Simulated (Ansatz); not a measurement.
**PBE0/def2-SVP run of C2H5GeN (SMILES C1=[N][GeH2][CH2]1)**

Aim: the vertical singlet–triplet gap of C2H5GeN at PBE0/def2-SVP, from 2 runs. 

The calculation is run with Ansatz 0.2.0.

82 further runs of the same task are left out: 82 set aside as unsound or not needed.

## Step 1: The molecule

C2H5GeN: 9 atoms, total charge 0, spin state singlet. SMILES: `C1=[N][GeH2][CH2]1`. The shape is that of a PBE0-D4/def2-TZVP optimisation.

Bond lengths: C1–N2 1.278 Å, N2–Ge3 1.910 Å, C1–C4 1.512 Å, Ge3–C4 1.983 Å, C1–H5 1.098 Å, Ge3–H6 1.538 Å, Ge3–H7 1.538 Å, C4–H8 1.092 Å, C4–H9 1.092 Å. Some angles: C1–N2–Ge3 89.9°, N2–C1–C4 114.8°, N2–Ge3–C4 74.4°, C1–C4–Ge3 80.9°, N2–C1–H5 121.7°, C4–C1–H5 123.5°, N2–Ge3–H6 115.0°, N2–Ge3–H7 115.0°, C4–Ge3–H6 118.6°, C4–Ge3–H7 118.6°.

## Step 2: The energy at PBE0/def2-SVP

in.yaml

```yaml
crystal:
  periodic: [false, false, false]
  atoms:
    - {symbol: C, position_ang: [-0.186800, -0.549700, -1.075100]}
    - {symbol: N, position_ang: [1.035900, -0.182500, -1.141500]}
    - {symbol: Ge, position_ang: [0.903900, 0.560600, 0.613000]}
    - {symbol: C, position_ang: [-0.885400, -0.197100, 0.218500]}
    - {symbol: H, position_ang: [-0.675600, -1.079500, -1.903400]}
    - {symbol: H, position_ang: [1.056500, 2.089100, 0.684100]}
    - {symbol: H, position_ang: [1.776000, -0.127000, 1.676700]}
    - {symbol: H, position_ang: [-1.720500, 0.497400, 0.107000]}
    - {symbol: H, position_ang: [-1.215600, -1.057700, 0.803700]}
basis:
  gaussian:
    orbitals: def2-SVP
hamiltonian:
  xc: {name: PBE0}
accuracy: high
output: {orbitals: {seedname: orbitals}}
```

Command:

```
$ ansatz run in.yaml --threads 1 --pin off --max-ram 3480MiB --events-out events.jsonl --progress --plain --runs-dir runs
```

Output:

```text
Warning: RAYON_NUM_THREADS=1 ignored (pool sized by the plan → 1); use --threads N
Functional definition: PBE0
  name "PBE0"
  parameter a = 0.25
  parameter kappa = 0.804
  parameter beta = 0.06672455060314922
  exchange = (1 - a)*pbe_x(kappa = kappa, mu = beta*pi^2/3) + a*exact_x
  correlation = pbe_c(beta = beta)
2271 factors; integrals over basis functions are off by at most 4.6e-9 eV
mean field evaluation 1: about -60134.6088 eV, gradient 5.2e1 eV
mean field evaluation 2: about -60126.4567 eV, gradient 7.6e1 eV
mean field evaluation 4: about -60140.7367 eV, gradient 6.7e0 eV
mean field evaluation 8: about -60141.0219 eV, gradient 5.0e-1 eV
mean field evaluation 16: about -60141.0225 eV, gradient 3.3e-5 eV
mean field -60141.02249779 eV, -2210.1418117447 hartree, gradient 9.8e-8 eV, S^2 0.000000; 0 other end points of the search recorded, 0 dependent functions left out
reference -60141.02250024 eV, -2210.1418118348 hartree; 28, 28 occupied and 71, 71 virtual orbitals, 2271 factors
Total energy: -60141.02250024 eV, -2210.1418118348 hartree
```

It took 4.5 s on 1 thread of AMD EPYC 9R45 (Zen 5), shared host; peak memory 0.39 GiB.

## Step 3: The triplet, same level

in.yaml, as its differences from that of step 2:

```diff
@@ -4,3 +4,3 @@
     - {symbol: C, position_ang: [-0.186800, -0.549700, -1.075100]}
-    - {symbol: N, position_ang: [1.035900, -0.182500, -1.141500]}
+    - {symbol: "N", position_ang: [1.035900, -0.182500, -1.141500]}
     - {symbol: Ge, position_ang: [0.903900, 0.560600, 0.613000]}
@@ -13,6 +13,5 @@
 basis:
-  gaussian:
-    orbitals: def2-SVP
-hamiltonian:
-  xc: {name: PBE0}
+  gaussian: {orbitals: def2-SVP}
+magnetization: {spin_polarized: true, initial_magnetization: 2}
+hamiltonian: {xc: pbe0}
 accuracy: high
```

Command:

```
$ ansatz run in.yaml --threads 1 --pin off --max-ram 3480MiB --events-out events.jsonl --progress --plain --runs-dir runs
```

Output:

```text
Warning: RAYON_NUM_THREADS=1 ignored (pool sized by the plan → 1); use --threads N
Functional definition: PBE0
  name "PBE0"
  parameter a = 0.25
  parameter kappa = 0.804
  parameter beta = 0.06672455060314922
  exchange = (1 - a)*pbe_x(kappa = kappa, mu = beta*pi^2/3) + a*exact_x
  correlation = pbe_c(beta = beta)
2271 factors; integrals over basis functions are off by at most 4.6e-9 eV
mean field evaluation 1: about -60130.6825 eV, gradient 3.5e1 eV
mean field evaluation 2: about -60116.5957 eV, gradient 5.9e1 eV
mean field evaluation 4: about -60136.8585 eV, gradient 3.2e0 eV
mean field evaluation 8: about -60137.1243 eV, gradient 3.0e-1 eV
mean field evaluation 16: about -60137.1254 eV, gradient 7.5e-4 eV
mean field evaluation 32: about -60137.1254 eV, gradient 7.9e-8 eV
mean field -60137.12544217 eV, -2209.9985975919 hartree, gradient 7.9e-8 eV, S^2 2.007750; 4 other end points of the search recorded, 0 dependent functions left out
reference -60137.12544466 eV, -2209.9985976835 hartree; 29, 27 occupied and 70, 72 virtual orbitals, 2271 factors
Total energy: -60137.12544466 eV, -2209.9985976835 hartree
```

Wall time 9.3 s (1 thread of AMD EPYC 9R45 (Zen 5), shared host); peak memory 0.55 GiB.

## Step 4: Outcome

At PBE0/def2-SVP:

| quantity | value |
| --- | --- |
| singlet: total energy | -2210.14181 Eh |
| singlet: HOMO energy | -6.86 eV |
| singlet: LUMO energy | -0.12 eV |
| singlet: HOMO–LUMO gap | 6.75 eV |
| triplet: total energy | -2209.99860 Eh |
| triplet: HOMO energy (highest over α and β) | -2.82 eV |
| triplet: ⟨S²⟩ | 2.008 |
| vertical energy of the triplet above the singlet | 3.897 eV |

What this shows: At this shape the triplet lies 3.90 eV (90 kcal/mol) above the singlet.
